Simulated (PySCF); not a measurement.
# C6H6O3: the cost of one run

Computed with PySCF 2.14.0 and routines of our own; the level stands in each step. Atoms count from 0.

## (1) The system as given

15 atoms, charge 0, multiplicity 3; geometry from: GFN2-xTB.

## (2) Open-shell or spin-flip excitations: unrestricted TDA B3LYP/def2-SVP

The job: settings as JSON, then the geometry in Å.

```
{"job": {"kind": "uabs", "xc": "B3LYP", "basis": "def2-SVP", "nstates": 10, "tda": true}, "charge": 0, "multiplicity": 3}
C      0.335460     0.119999    -1.918084
C      0.429818     0.196838    -0.564207
O      1.661284     0.567668    -0.035988
C      2.114188    -0.099747     1.035335
O      1.675449    -1.125303     1.461687
C     -0.674276     0.104123     0.332701
C     -1.977244    -0.473238    -0.087135
C     -0.565812     0.719979     1.603558
O      0.338702     1.169513     2.254393
H     -0.599934    -0.079219    -2.403159
H      1.195910     0.324037    -2.528884
H      3.007272     0.418924     1.411802
H     -1.829914    -1.367239    -0.688919
H     -2.573742    -0.716079     0.788774
H     -2.541577     0.247733    -0.683788
```

With the program's defaults for keys left out, this is: unrestricted TDA B3LYP/def2-SVP, vertical, gas phase, core orbitals frozen in the response.

Started as:

```console
$ OMP_NUM_THREADS=1 python excited_run.py task.json out
```

This one command runs all jobs of the session in turn.

**Question.** How long does this run take on 1 thread of Arm Neoverse V1, shared host?

About 52 s.
